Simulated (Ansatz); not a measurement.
# Mg2SeS4: the cost of one run

Method: DFT PBE, scalar-relativistic, plane waves, PAW, in Ansatz 0.2.0.

## Step 1: The structure to begin with

Symmetry: F-43m, No. 216, cubic system. The conventional cell has a = 9.163 Å, b = 9.163 Å, c = 9.163 Å, α = 90.00°, β = 90.00°, γ = 90.00°. Around Mg (site symmetry -43m) lie 4 Mg at 3.97 Å and 4 Se at 3.97 Å and 12 S at 4.00 Å. Around Mg (site symmetry -43m) lie 4 S at 2.73 Å. Se (site symmetry -43m) has 12 S at 3.74 Å and 4 Mg at 3.97 Å in its first shell of neighbours. S (site symmetry 3m) has 3 S at 2.03 Å and 1 Mg at 2.73 Å in its first shell of neighbours.

Coordinates:

```cif
data_structure
_symmetry_space_group_name_H-M 'P 1'
_symmetry_Int_Tables_number 1
_cell_length_a 6.4794
_cell_length_b 6.4794
_cell_length_c 6.4794
_cell_angle_alpha 60.000
_cell_angle_beta 60.000
_cell_angle_gamma 60.000
_cell_volume 192.35
loop_
_atom_site_label
_atom_site_type_symbol
_atom_site_fract_x
_atom_site_fract_y
_atom_site_fract_z
_atom_site_occupancy
Mg1 Mg 0.25000 0.25000 0.25000 1
Mg2 Mg 0.50000 0.50000 0.50000 1
Se1 Se 0.00000 0.00000 0.00000 1
S1 S 0.67184 0.67184 0.67184 1
S2 S 0.67184 0.67184 0.98447 1
S3 S 0.67184 0.98447 0.67184 1
S4 S 0.98447 0.67184 0.67184 1
```

The cell is invented: random cell by space group and Wyckoff sites (F-43m, No. 216). Lengths come from tabulated atomic sizes and are only a guess.

## Step 2: A first look at the guess

The input, input.yaml:

```yaml
crystal:
  lattice:
    - [0.0, 4.58162507, 4.58162507]
    - [4.58162507, 0.0, 4.58162507]
    - [4.58162507, 4.58162507, 0.0]
  atoms:
    - { symbol: Mg, position: [0.25, 0.25, 0.25] }
    - { symbol: Mg, position: [0.5, 0.5, 0.5] }
    - { symbol: Se, position: [0.0, 0.0, 0.0] }
    - { symbol: S, position: [0.67184493, 0.67184493, 0.67184493] }
    - { symbol: S, position: [0.67184493, 0.67184493, 0.98446521] }
    - { symbol: S, position: [0.67184493, 0.98446521, 0.67184493] }
    - { symbol: S, position: [0.98446521, 0.67184493, 0.67184493] }
basis:
  ecutwfc: 420
kpoints:
  mp_grid: { grid: [4, 4, 4] }
hamiltonian:
  xc: pbe
scf:
  occupations: { method: gaussian, width: 0.1 }
  lower_state_search: "off"
output:
  forces: true
  stress: true
  eigenvalues: true
```

Started as:

```bash
> ansatz run input.yaml --threads 1 --pin off --max-ram 2560MiB --backend cpu --events-out ev --progress --plain --runs-dir out
```

Q: Estimate wall time and peak memory on 1 thread of INTEL XEON PLATINUM 8581C at 2.30GHz (Emerald Rapids), shared host.

About 2.9 s, with a peak of 0.44 GiB.
